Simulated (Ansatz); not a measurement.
# C₅H₆ClF₃O₄Ti: how energies converge with the basis set

How large a basis does C₅H₆ClF₃O₄Ti need? Two functionals are run in growing sets.

Program: Ansatz 0.2.0, Gaussian basis. Level of theory: one geometry, several basis sets. These are calculated values, not measurements.

Plan: PBE0-D4/def2-SVP; ωB97M-V/def2-SVP; PBE0-D4/def2-QZVPP; ωB97M-V/def2-QZVPP; the functionals' def2-TZVPP values are taken from earlier runs.

## 1. Structure used throughout

The geometry comes from an earlier relaxation with PBE0-D4 in a triple-zeta def2 set; it is a stationary point, not always the lowest conformer.

20 atoms, charge 0, spin multiplicity 1.

Atoms are counted from 1 here; the program's logs count them from 0.

Bond lengths: C1–C2 1.492 Å, C1–H15 1.088 Å, C1–H16 1.092 Å, C1–H17 1.093 Å, C2–C3 1.409 Å, C2–O14 1.256 Å, C3–C4 1.372 Å, C3–H18 1.078 Å, C4–C5 1.532 Å, C4–O9 1.267 Å, C5–F6 1.333 Å, C5–F7 1.333 Å, C5–F8 1.331 Å, O9–Ti10 2.015 Å, Ti10–O11 1.790 Å, Ti10–O12 1.779 Å, Ti10–Cl13 2.219 Å, Ti10–O14 2.062 Å and more. Angles: C2–C1–H15 112.4°, C2–C1–H16 109.3°, C2–C1–H17 108.6°, H15–C1–H16 109.7°, H15–C1–H17 109.6°, H16–C1–H17 107.1°, C1–C2–C3 120.5°, C1–C2–O14 117.1°, C3–C2–O14 122.4°, C2–C3–C4 119.7°, C2–C3–H18 120.2°, C4–C3–H18 120.1°, C3–C4–C5 119.9°, C3–C4–O9 127.2°, C5–C4–O9 112.9°, C4–C5–F6 112.4°, C4–C5–F7 110.0°, C4–C5–F8 110.2° and more.

## 2. PBE0-D4 in def2-SVP

Contents of in.yaml:

```yaml
crystal:
  periodic: [false, false, false]
  atoms:
    - {symbol: C, position_ang: [-1.870156, -1.267936, 1.853768]}
    - {symbol: C, position_ang: [-0.898114, -0.638289, 0.913366]}
    - {symbol: C, position_ang: [-1.249786, 0.517026, 0.188227]}
    - {symbol: C, position_ang: [-0.344970, 1.077108, -0.677893]}
    - {symbol: C, position_ang: [-0.737913, 2.305928, -1.503821]}
    - {symbol: F, position_ang: [-1.977135, 2.719662, -1.239151]}
    - {symbol: F, position_ang: [-0.667823, 2.022402, -2.804150]}
    - {symbol: F, position_ang: [0.094943, 3.314108, -1.254267]}
    - {symbol: O, position_ang: [0.839783, 0.689919, -0.905058]}
    - {symbol: Ti, position_ang: [2.014480, -0.751913, -0.129547]}
    - {symbol: O, position_ang: [2.116515, -2.514682, -0.422644]}
    - {symbol: O, position_ang: [3.189357, -0.207565, -1.349123]}
    - {symbol: Cl, position_ang: [2.918325, -0.148412, 1.805405]}
    - {symbol: O, position_ang: [0.226831, -1.184896, 0.802925]}
    - {symbol: H, position_ang: [-2.830679, -0.756455, 1.861943]}
    - {symbol: H, position_ang: [-2.012453, -2.315045, 1.577394]}
    - {symbol: H, position_ang: [-1.440956, -1.256724, 2.858883]}
    - {symbol: H, position_ang: [-2.230789, 0.950374, 0.299518]}
    - {symbol: H, position_ang: [1.575567, -3.131821, 0.078029]}
    - {symbol: H, position_ang: [3.193072, 0.586612, -1.887504]}
basis:
  gaussian: {orbitals: def2-SVP}
hamiltonian: {xc: pbe0, dispersion: d4}
output: {orbitals: {seedname: orbitals}}
```

Started as:

```console
ansatz run in.yaml --threads 11 --pin off --events-out ev --progress --plain --max-ram 110592MiB --backend cpu
```

After this run come: ωB97M-V in def2-SVP; PBE0-D4 in def2-QZVPP; ωB97M-V in def2-QZVPP.

Q: Predict the results of all the runs planned. Wanted: PBE0-D4: double and triple zeta above quadruple; ωB97M-V: double and triple zeta above quadruple.

The runs gave:

| quantity | value |
| --- | --- |
| PBE0-D4: double and triple zeta above quadruple | 34.72, 1.91 eV |
| ωB97M-V: double and triple zeta above quadruple | 35.14, 1.79 eV |

In words: For PBE0-D4 the step from double to triple zeta gains 32.81 eV and the next only 1.91 eV. Total energies overstate the basis error of differences, where much of it tends to cancel.
